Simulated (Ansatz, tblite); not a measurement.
# WOF4: charged states by level of theory

Aim: the energy of removing and adding an electron for WOF4, by energy differences, and how well orbital energies stand in for it.

Method: as each input shows; program: Ansatz 0.2.0, Gaussian basis.

Levels to be run: charge +1 doublet, at the geometry of the singlet (PBE0-D4/def2-TZVP, PBE-D4/def2-TZVP, r2SCAN-D4/def2-TZVP, CCSD(T)/def2-SVP); charge +1 doublet, relaxed (PBE0-D4/def2-TZVP, PBE-D4/def2-TZVP); charge -1 doublet, at the geometry of the singlet (PBE0-D4/def2-TZVPD, PBE-D4/def2-TZVPD, r2SCAN-D4/def2-TZVPD); charge -1 doublet, relaxed (PBE0-D4/def2-TZVPD, PBE-D4/def2-TZVPD); the starting singlet's energies come from earlier runs.

**1. The geometry**

The singlet was relaxed beforehand with PBE0-D4/def2-SVP.

6 atoms, charge 0, spin multiplicity 1.

Atoms are counted from 1 here; the program's logs count them from 0.

Bond lengths: W1–O2 1.670 Å, W1–F3 1.853 Å, W1–F4 1.853 Å, W1–F5 1.853 Å, W1–F6 1.853 Å. Angles: O2–W1–F3 105.1°, O2–W1–F4 105.0°, O2–W1–F5 105.1°, O2–W1–F6 105.1°, F3–W1–F4 86.1°, F3–W1–F5 149.9°, F3–W1–F6 86.2°, F4–W1–F5 86.2°, F4–W1–F6 149.9°, F5–W1–F6 86.1°.

Formally the metal is d0. W takes a core potential in the def2 sets. No spin-orbit coupling is included.

**2. Charge +1 doublet at the fixed geometry, first pass, PBE0-D4/def2-SVP**

Contents of in.yaml:

```yaml
crystal:
  periodic: [false, false, false]
  atoms:
    - {symbol: W, position_ang: [0.000050, -0.000212, 0.042613]}
    - {symbol: O, position_ang: [0.003360, -0.006569, 1.712652]}
    - {symbol: F, position_ang: [1.788257, 0.013614, -0.442590]}
    - {symbol: F, position_ang: [-0.011893, 1.790950, -0.431670]}
    - {symbol: F, position_ang: [-1.790061, -0.010087, -0.435623]}
    - {symbol: F, position_ang: [0.010298, -1.787697, -0.445382]}
basis:
  gaussian: {orbitals: def2-SVP}
total_charge: 1
magnetization: {spin_polarized: true, initial_magnetization: 1}
hamiltonian: {xc: pbe0, dispersion: d4}
output: {orbitals: {seedname: orbitals}}
```

Started as:

```sh
ansatz run in.yaml --threads 4 --pin off --events-out ev --progress --plain --max-ram 3916MiB
```

The log of the run:

```text
Functional definition: PBE0
  name "PBE0"
  cite "Adamo & Barone, J. Chem. Phys. 110, 6158 (1999) doi:10.1063/1.478522"
  cite "Perdew, Burke & Ernzerhof, Phys. Rev. Lett. 77, 3865 (1996) doi:10.1103/PhysRevLett.77.3865"
  parent pbe
  parameter a = 0.25
  parameter kappa = 0.804
  parameter beta = 0.06672455060314922
  exchange = (1 - a)*pbe_x(kappa = kappa, mu = beta*pi^2/3) + a*exact_x
  correlation = pbe_c(beta = beta)
947 factors; integrals over basis functions are off by at most 8.1e-4 eV
mean field evaluation 1: about -14693.5240 eV, gradient 6.9e1 eV
mean field evaluation 2: about -14553.2935 eV, gradient 2.1e2 eV
mean field evaluation 4: about -14707.7551 eV, gradient 2.4e1 eV
mean field evaluation 8: about -14709.9050 eV, gradient 6.1e-1 eV
mean field evaluation 16: about -14710.0832 eV, gradient 1.1e-2 eV
mean field evaluation 32: about -14710.0957 eV, gradient 2.7e-3 eV
mean field evaluation 64: about -14710.0756 eV, gradient 2.0e0 eV
mean field -14710.09570527 eV, -540.5860463076 hartree, gradient 3.1e-6 eV, S^2 0.764483; 6 other end points of the search recorded, 0 dependent functions left out
reference -14710.09575992 eV, -540.5860483159 hartree; 29, 28 occupied and 73, 74 virtual orbitals, 947 factors
Total energy: -14710.19226210 eV, -540.5895947057 hartree
```

Run time: 8 s. Hardware: 4 threads of Intel Xeon at 2.60GHz, shared host.

From the report: HOMO -18.75 eV, LUMO -16.24 eV (over both spins); ⟨S²⟩ 0.764 (pure: 0.75).

**3. Charge +1 doublet at the fixed geometry, PBE0-D4/def2-TZVP**

start.molden holds the orbitals of an earlier run on this state, given as this run's starting guess.

in.yaml, as its differences from that of step 2:

```diff
@@ -10,3 +10,3 @@
 basis:
-  gaussian: {orbitals: def2-SVP}
+  gaussian: {orbitals: def2-TZVP, initial_orbitals: start.molden}
 total_charge: 1
@@ -14,2 +14,3 @@
 hamiltonian: {xc: pbe0, dispersion: d4}
+scf: {omitted_lower_state_checks: [starts]}
 output: {orbitals: {seedname: orbitals}}
```

The command is unchanged.

The log of the run:

```text
Functional definition: PBE0
  name "PBE0"
  cite "Adamo & Barone, J. Chem. Phys. 110, 6158 (1999) doi:10.1063/1.478522"
  cite "Perdew, Burke & Ernzerhof, Phys. Rev. Lett. 77, 3865 (1996) doi:10.1103/PhysRevLett.77.3865"
  parent pbe
  parameter a = 0.25
  parameter kappa = 0.804
  parameter beta = 0.06672455060314922
  exchange = (1 - a)*pbe_x(kappa = kappa, mu = beta*pi^2/3) + a*exact_x
  correlation = pbe_c(beta = beta)
these checks for a lower state are left out or cut short: starts
1175 factors; their error is unknown
mean field evaluation 1: about -14720.3821 eV, gradient 1.8e2 eV
mean field evaluation 2: about -14726.4951 eV, gradient 5.7e0 eV
mean field evaluation 4: about -14726.6500 eV, gradient 1.8e-1 eV
mean field evaluation 8: about -14726.6503 eV, gradient 1.1e-4 eV
mean field -14726.65032547 eV, -541.1944173787 hartree, gradient 2.9e-6 eV, S^2 0.763970; 0 other end points of the search recorded, 0 dependent functions left out
reference -14726.65035478 eV, -541.1944184559 hartree; 29, 28 occupied and 166, 167 virtual orbitals, 1175 factors
Total energy: -14726.74685696 eV, -541.1979648457 hartree
Checks for a lower state left out: starts
```

It took 11 s on 4 threads of Intel Xeon at 2.60GHz, shared host; peak memory 0.86 GiB.

From the report: HOMO -18.62 eV, LUMO -16.05 eV (over both spins); ⟨S²⟩ 0.764 (pure: 0.75).

**4. Charge +1 doublet at the fixed geometry, PBE-D4/def2-TZVP**

in.yaml, as its differences from that of step 3:

```diff
@@ -13,3 +13,3 @@
 magnetization: {spin_polarized: true, initial_magnetization: 1}
-hamiltonian: {xc: pbe0, dispersion: d4}
+hamiltonian: {xc: pbe, dispersion: d4}
 scf: {omitted_lower_state_checks: [starts]}
```

Launched as before.

The log of the run:

```text
Functional definition: PBE
  name "PBE"
  cite "Perdew, Burke & Ernzerhof, Phys. Rev. Lett. 77, 3865 (1996) doi:10.1103/PhysRevLett.77.3865"
  parent pbe
  parameter kappa = 0.804
  parameter beta = 0.06672455060314922
  exchange = pbe_x(kappa = kappa, mu = beta*pi^2/3)
  correlation = pbe_c(beta = beta)
these checks for a lower state are left out or cut short: starts
1099 factors; their error is unknown
mean field evaluation 1: about -14729.3084 eV, gradient 9.3e0 eV
mean field evaluation 2: about -14729.6783 eV, gradient 7.5e-1 eV
mean field evaluation 4: about -14729.6929 eV, gradient 1.5e-1 eV
mean field evaluation 8: about -14729.6985 eV, gradient 1.7e-1 eV
mean field evaluation 16: about -14729.7011 eV, gradient 2.2e-3 eV
mean field -14729.70109301 eV, -541.3065310183 hartree, gradient 7.4e-7 eV, S^2 0.757141; 0 other end points of the search recorded, 0 dependent functions left out
reference -14729.70113211 eV, -541.3065324549 hartree; 29, 28 occupied and 166, 167 virtual orbitals, 1099 factors
Total energy: -14729.81632382 eV, -541.3107656724 hartree
Checks for a lower state left out: starts
```

Run time: 6 s. Hardware: 4 threads of Intel Xeon at 2.60GHz, shared host.

HOMO -16.74 eV, LUMO -16.72 eV (over both spins); ⟨S²⟩ 0.757 (pure: 0.75).

**5. Charge +1 doublet at the fixed geometry, r2SCAN-D4/def2-TZVP**

in.yaml, as its differences from that of step 4:

```diff
@@ -13,3 +13,3 @@
 magnetization: {spin_polarized: true, initial_magnetization: 1}
-hamiltonian: {xc: pbe, dispersion: d4}
+hamiltonian: {xc: r2scan, dispersion: d4}
 scf: {omitted_lower_state_checks: [starts]}
```

Same command.

The log of the run (excerpt; [...] marks lines left out):

```text
Functional definition: r2SCAN
  name "r2SCAN"
  cite "Furness, Kaplan, Ning, Perdew & Sun, J. Phys. Chem. Lett. 11, 8208 (2020) doi:10.1021/acs.jpclett.0c02405"
  cite "Furness, Kaplan, Ning, Perdew & Sun, J. Phys. Chem. Lett. 11, 9248 (2020) doi:10.1021/acs.jpclett.0c03077"
  parent r2scan
[...]
1099 factors; their error is unknown
[...]
mean field -14736.11751062 eV, -541.5423300159 hartree, gradient 9.5e-6 eV, S^2 0.763293; 0 other end points of the search recorded, 0 dependent functions left out
reference -14736.11752413 eV, -541.5423305126 hartree; 29, 28 occupied and 166, 167 virtual orbitals, 1099 factors
Total energy: -14736.14344545 eV, -541.5432831036 hartree
Checks for a lower state left out: starts
```

Wall time 13 s (4 threads of Intel Xeon at 2.60GHz, shared host); peak memory 0.56 GiB.

Report: HOMO -17.12 eV, LUMO -16.71 eV (over both spins); ⟨S²⟩ 0.763 (pure: 0.75).

**6. Charge +1 doublet at the fixed geometry, CCSD(T)/def2-SVP**

in.yaml, as its differences from that of step 5:

```diff
@@ -10,7 +10,7 @@
 basis:
-  gaussian: {orbitals: def2-TZVP, initial_orbitals: start.molden}
+  gaussian: {orbitals: def2-SVP, initial_orbitals: start.molden}
 total_charge: 1
 magnetization: {spin_polarized: true, initial_magnetization: 1}
-hamiltonian: {xc: r2scan, dispersion: d4}
-scf: {omitted_lower_state_checks: [starts]}
+correlation: {method: ccsd_t}
+scf: {omitted_lower_state_checks: [starts, cluster_reference]}
 output: {orbitals: {seedname: orbitals}}
```

The command is unchanged.

The log of the run (excerpt; [...] marks lines left out):

```text
Functional definition: HF
  name "HF"
  cite "Fock, Z. Phys. 61, 126 (1930) doi:10.1007/BF01340294"
  parent pbe
[...]
947 factors; integrals over basis functions are off by at most 8.1e-4 eV
[...]
mean field -14648.07256537 eV, -538.3067379571 hartree, gradient 8.0e-6 eV, S^2 0.770320; 0 other end points of the search recorded, 0 dependent functions left out
5 core orbitals not correlated: weight in the atoms' cores, before any rotation towards them, 1.000 or more for the frozen orbitals, at most 0.000 for the correlated occupied ones
reference -14648.07256537 eV, -538.3067379571 hartree; 24, 23 occupied and 73, 74 virtual orbitals, 947 factors
second order -34.62884809 eV of doubles, -0.00000000 eV of singles
cycle   1  -31.77213216 eV  change     2.9e0 eV  update   3.0e-1
[...]
cycle  17  -33.76456258 eV  change    3.9e-5 eV  update   3.8e-5
perturbative correction -1.39100549 eV, -0.0511185089 hartree
Total energy: -14683.22813344 eV, -539.5986812546 hartree
Checks for a lower state left out: starts, cluster_reference
```

Wall time 37 s (4 threads of Intel Xeon at 2.60GHz, shared host); peak memory 1.4 GiB.

From the report: Hartree-Fock HOMO -24.26 eV, LUMO -11.80 eV (over both spins); ⟨S²⟩ 0.770 (pure: 0.75); T1 0.033.

**7. Vertical ionisation energy**

Charged state less starting state, singlet to doublet; the starting state's energies are those of its earlier runs.

Differences are taken before rounding.

```tsv
method	vertical ionisation energy (eV)	from CCSD(T)/def2-SVP (eV)	time
HF/def2-SVP	13.49	-0.64	
PBE-D4/def2-TZVP	13.34	-0.79	7.5 s
r2SCAN-D4/def2-TZVP	13.59	-0.55	15 s
PBE0-D4/def2-TZVP	13.90	-0.24	13 s
MP2/def2-SVP	14.87	+0.73	
CCSD/def2-SVP	14.28	+0.14	
CCSD(T)/def2-SVP	14.14	0	47 s
```

Times add the two runs; a level without a time comes out of a correlated run.

Beside −ε(HOMO) of the starting state:

```tsv
level	−ε(HOMO) (eV)	by difference (eV)	mismatch (eV)
PBE-D4/def2-TZVP	9.88	13.34	-3.46
r2SCAN-D4/def2-TZVP	10.35	13.59	-3.24
PBE0-D4/def2-TZVP	11.72	13.90	-2.17
```

**8. Relaxing the charge +1 doublet**

in.yaml, as its differences from that of step 6:

```diff
@@ -10,7 +10,8 @@
 basis:
-  gaussian: {orbitals: def2-SVP, initial_orbitals: start.molden}
+  gaussian: {orbitals: def2-SVP}
 total_charge: 1
 magnetization: {spin_polarized: true, initial_magnetization: 1}
-correlation: {method: ccsd_t}
-scf: {omitted_lower_state_checks: [starts, cluster_reference]}
+hamiltonian: {xc: pbe0, dispersion: d4}
+scf: {omitted_lower_state_checks: [starts]}
 output: {orbitals: {seedname: orbitals}}
+relax: {f_tol: 0.02, max_steps: 100}
```

The command is unchanged.

The log of the run (excerpt; [...] marks lines left out):

```text
Functional definition: PBE0
  name "PBE0"
  cite "Adamo & Barone, J. Chem. Phys. 110, 6158 (1999) doi:10.1063/1.478522"
  cite "Perdew, Burke & Ernzerhof, Phys. Rev. Lett. 77, 3865 (1996) doi:10.1103/PhysRevLett.77.3865"
  parent pbe
[...]
1046 factors; integrals over basis functions are off by at most 2.2e-4 eV
[...]
mean field -14710.09579895 eV, -540.5860497503 hartree, gradient 4.2e-6 eV, S^2 0.764483; 0 other end points of the search recorded, 0 dependent functions left out
[...]
reference -14710.09585360 eV, -540.5860517586 hartree; 29, 28 occupied and 73, 74 virtual orbitals, 1046 factors
relax step   1: F+E_penalty+E_count = -14710.19230113 eV  Δ(F+E_penalty+E_count) = +0.000e0 eV  max|allowed force component| = 8.513e0 eV/Å  Δτ_max = 0.0000 Å  (116 SCF iters, accepted)
[...]
mean field -14711.19311392 eV, -540.6263753315 hartree, gradient 2.2e-5 eV, S^2 0.760636; 0 other end points of the search recorded, 0 dependent functions left out
[...]
reference -14711.19316837 eV, -540.6263773326 hartree; 29, 28 occupied and 73, 74 virtual orbitals, 1050 factors
Total energy: -14711.28943212 eV, -540.6299149601 hartree
Atom 0 at    -0.000238     0.000466    -0.121893 Å, force    -0.000019     0.000093    -0.004750 eV/Å
Atom 1 at     0.003388    -0.006582     1.715949 Å, force     0.000010     0.000021     0.004070 eV/Å
Atom 2 at     1.565151     0.015841    -1.000040 Å, force     0.000382    -0.000530     0.000378 eV/Å
Atom 3 at    -0.013051     1.783326     0.206825 Å, force    -0.000456     0.000147    -0.000021 eV/Å
Atom 4 at    -1.569083    -0.008195    -0.993945 Å, force    -0.000375     0.000498     0.000384 eV/Å
Atom 5 at     0.013845    -1.784858     0.193104 Å, force     0.000458    -0.000229    -0.000060 eV/Å
Dipole moment:    -0.000229     0.000441    -0.116053 e Å
Checks for a lower state left out: starts
```

It took 1.7 min on 4 threads of Intel Xeon at 2.60GHz, shared host.

Along the way:

```tsv
step	energy from step 1 (eV)	largest force component (eV/Å)
1	0.0000	8.5132
2	-0.5614	2.5001
3	-0.6519	0.1653
4	-0.6547	0.1100
5	-0.6551	0.0163
6	-0.6551	0.0035
7	-0.6552	0.0052
8	-0.6552	0.0075
9	-0.6555	0.0147
10	-0.6565	0.0305
11	-0.6605	0.0659
12	-0.6756	0.1151
13	-0.6934	0.2523
14	-0.8000	0.7781
15	-0.9471	1.1971
16	-1.0269	1.2553
17	-1.0939	0.3478
18	-1.0970	0.0440
19	-1.0971	0.0047
```

The force was under the threshold of 0.02 eV/Å already at step 5, but the program went on to step 19.

Distances of close pairs at the start and the end, largest changes first:

```tsv
bond	before (Å)	after (Å)	change (Å)
W1–O2	1.670	1.838	+0.168
W1–F5	1.853	1.795	-0.058
W1–F3	1.853	1.795	-0.058
W1–F6	1.853	1.813	-0.040
W1–F4	1.853	1.813	-0.040
```

**9. Charge +1 doublet, PBE0-D4/def2-TZVP**

Contents of in.yaml:

```yaml
crystal:
  periodic: [false, false, false]
  atoms:
    - {symbol: W, position_ang: [-0.000238, 0.000466, -0.121893]}
    - {symbol: O, position_ang: [0.003388, -0.006582, 1.715949]}
    - {symbol: F, position_ang: [1.565151, 0.015841, -1.000040]}
    - {symbol: F, position_ang: [-0.013051, 1.783326, 0.206825]}
    - {symbol: F, position_ang: [-1.569083, -0.008195, -0.993945]}
    - {symbol: F, position_ang: [0.013845, -1.784858, 0.193104]}
basis:
  gaussian: {orbitals: def2-TZVP, initial_orbitals: start.molden}
total_charge: 1
magnetization: {spin_polarized: true, initial_magnetization: 1}
hamiltonian: {xc: pbe0, dispersion: d4}
scf: {omitted_lower_state_checks: [starts]}
output: {orbitals: {seedname: orbitals}}
```

The command is unchanged.

The log of the run:

```text
Functional definition: PBE0
  name "PBE0"
  cite "Adamo & Barone, J. Chem. Phys. 110, 6158 (1999) doi:10.1063/1.478522"
  cite "Perdew, Burke & Ernzerhof, Phys. Rev. Lett. 77, 3865 (1996) doi:10.1103/PhysRevLett.77.3865"
  parent pbe
  parameter a = 0.25
  parameter kappa = 0.804
  parameter beta = 0.06672455060314922
  exchange = (1 - a)*pbe_x(kappa = kappa, mu = beta*pi^2/3) + a*exact_x
  correlation = pbe_c(beta = beta)
these checks for a lower state are left out or cut short: starts
1175 factors; their error is unknown
mean field evaluation 1: about -14721.5222 eV, gradient 1.8e2 eV
mean field evaluation 2: about -14727.6580 eV, gradient 5.7e0 eV
mean field evaluation 4: about -14727.8120 eV, gradient 1.7e-1 eV
mean field evaluation 8: about -14727.8121 eV, gradient 1.7e-5 eV
mean field -14727.81213752 eV, -541.2371131842 hartree, gradient 1.7e-5 eV, S^2 0.760498; 0 other end points of the search recorded, 0 dependent functions left out
reference -14727.81216631 eV, -541.2371142421 hartree; 29, 28 occupied and 166, 167 virtual orbitals, 1175 factors
Total energy: -14727.90843007 eV, -541.2406518700 hartree
Checks for a lower state left out: starts
```

Wall time 4 s (4 threads of Intel Xeon at 2.60GHz, shared host); peak memory 0.59 GiB.

From the report: HOMO -17.68 eV, LUMO -12.82 eV (over both spins); ⟨S²⟩ 0.760 (pure: 0.75).

**10. Charge +1 doublet, PBE-D4/def2-TZVP**

in.yaml, as its differences from that of step 9:

```diff
@@ -13,3 +13,3 @@
 magnetization: {spin_polarized: true, initial_magnetization: 1}
-hamiltonian: {xc: pbe0, dispersion: d4}
+hamiltonian: {xc: pbe, dispersion: d4}
 scf: {omitted_lower_state_checks: [starts]}
```

The command is unchanged.

The log of the run:

```text
Functional definition: PBE
  name "PBE"
  cite "Perdew, Burke & Ernzerhof, Phys. Rev. Lett. 77, 3865 (1996) doi:10.1103/PhysRevLett.77.3865"
  parent pbe
  parameter kappa = 0.804
  parameter beta = 0.06672455060314922
  exchange = pbe_x(kappa = kappa, mu = beta*pi^2/3)
  correlation = pbe_c(beta = beta)
these checks for a lower state are left out or cut short: starts
1099 factors; their error is unknown
mean field evaluation 1: about -14730.2174 eV, gradient 9.2e0 eV
mean field evaluation 2: about -14730.4937 eV, gradient 3.3e-1 eV
mean field evaluation 4: about -14730.4913 eV, gradient 1.0e-1 eV
mean field evaluation 8: about -14730.4913 eV, gradient 8.8e-6 eV
mean field -14730.49131935 eV, -541.3355713004 hartree, gradient 8.8e-6 eV, S^2 0.756707; 0 other end points of the search recorded, 0 dependent functions left out
reference -14730.49135802 eV, -541.3355727215 hartree; 29, 28 occupied and 166, 167 virtual orbitals, 1099 factors
Total energy: -14730.60622066 eV, -541.3397938459 hartree
Checks for a lower state left out: starts
```

It took 2.7 s on 4 threads of Intel Xeon at 2.60GHz, shared host.

Report: HOMO -15.81 eV, LUMO -14.26 eV (over both spins); ⟨S²⟩ 0.757 (pure: 0.75).

**11. Fields of the charge +1 doublet**

Orbitals, density, ELF and potential are computed afterwards from the orbital file.

Frontier orbitals at PBE0-D4/def2-TZVP (alpha spin), with the share of their density that lies nearest to each atom:

```tsv
orbital	energy (eV)	lies on
HOMO-1	-19.00	O2 56 %; F4, F6 about 20 % each
HOMO	-18.39	O2 81 %
LUMO	-10.85	W1 63 %; F4, F6 about 11 % each
```

ELF in a plane through or near 4 of the atoms.

Ten even steps from '0' (0.00) to '9' (0.87):
```
0000000000000000000000000000
0000000000000000000000000000
0000000000000000000000000000
0000000000000000000000000000
0000000000000000000000000000
0000000000000000000000000000
0000000000000000000000000000
0000001221002331001221000000
0000024776218998126774200000
0000147999529119259997410000
0000269737828668287379620000
0000158999722442279998510000
0000024764116886114674200000
0000001110037547300111000000
0000000000158558510000000000
0000000000148998410000000000
0000000000013553100000000000
0000000000000000000000000000
0000000000000000000000000000
0000000000000000000000000000
```
The map spans 8.8 Å across and 8.6 Å up, centred on the molecule. Atoms in the plane (x, y in Å): W1 (0.0, 0.1), O2 (0.0, -1.7), F4 (1.8, -0.2), F6 (-1.8, -0.2).

On the surface of density 0.002 e/bohr³ the electrostatic potential runs, from the 1st to the 99th percentile, from 4.24 V near F6 to 9.04 V near F3.

The spin density lies nearest to O2 78 %; F4, F6 about 7 % each.

**12. Adiabatic ionisation energy**

Charged state less starting state, singlet to doublet; the starting state's energies are those of its earlier runs.

```tsv
level	adiabatic ionisation energy (eV)	time
PBE-D4/def2-TZVP	+12.55	4.2 s
PBE0-D4/def2-TZVP	+12.74	6 s
```

Times add the two runs; a level without a time comes out of a correlated run.

**13. Charge -1 doublet at the fixed geometry, first pass, PBE0-D4/def2-SVP**

Contents of in.yaml:

```yaml
crystal:
  periodic: [false, false, false]
  atoms:
    - {symbol: W, position_ang: [0.000050, -0.000212, 0.042613]}
    - {symbol: O, position_ang: [0.003360, -0.006569, 1.712652]}
    - {symbol: F, position_ang: [1.788257, 0.013614, -0.442590]}
    - {symbol: F, position_ang: [-0.011893, 1.790950, -0.431670]}
    - {symbol: F, position_ang: [-1.790061, -0.010087, -0.435623]}
    - {symbol: F, position_ang: [0.010298, -1.787697, -0.445382]}
basis:
  gaussian: {orbitals: def2-SVP}
total_charge: -1
magnetization: {spin_polarized: true, initial_magnetization: 1}
hamiltonian: {xc: pbe0, dispersion: d4}
output: {orbitals: {seedname: orbitals}}
```

Launched as before.

The log of the run:

```text
Functional definition: PBE0
  name "PBE0"
  cite "Adamo & Barone, J. Chem. Phys. 110, 6158 (1999) doi:10.1063/1.478522"
  cite "Perdew, Burke & Ernzerhof, Phys. Rev. Lett. 77, 3865 (1996) doi:10.1103/PhysRevLett.77.3865"
  parent pbe
  parameter a = 0.25
  parameter kappa = 0.804
  parameter beta = 0.06672455060314922
  exchange = (1 - a)*pbe_x(kappa = kappa, mu = beta*pi^2/3) + a*exact_x
  correlation = pbe_c(beta = beta)
947 factors; integrals over basis functions are off by at most 8.1e-4 eV
mean field evaluation 1: about -14719.3187 eV, gradient 4.1e1 eV
mean field evaluation 2: about -14650.2976 eV, gradient 1.4e2 eV
mean field evaluation 4: about -14725.3324 eV, gradient 9.0e0 eV
mean field evaluation 8: about -14725.8019 eV, gradient 1.6e-1 eV
mean field evaluation 16: about -14725.8021 eV, gradient 3.3e-4 eV
mean field -14725.80207267 eV, -541.1632446635 hartree, gradient 4.1e-5 eV, S^2 0.753151; 0 other end points of the search recorded, 0 dependent functions left out
reference -14725.80212097 eV, -541.1632464386 hartree; 30, 29 occupied and 72, 73 virtual orbitals, 947 factors
Total energy: -14725.92706992 eV, -541.1678382276 hartree
```

Wall time 2.2 s (4 threads of Intel Xeon at 2.60GHz, shared host).

Report: HOMO 0.80 eV, LUMO 4.92 eV (over both spins); ⟨S²⟩ 0.753 (pure: 0.75). Doubts: highest occupied level lies above zero.

[end of part 1 of 2]
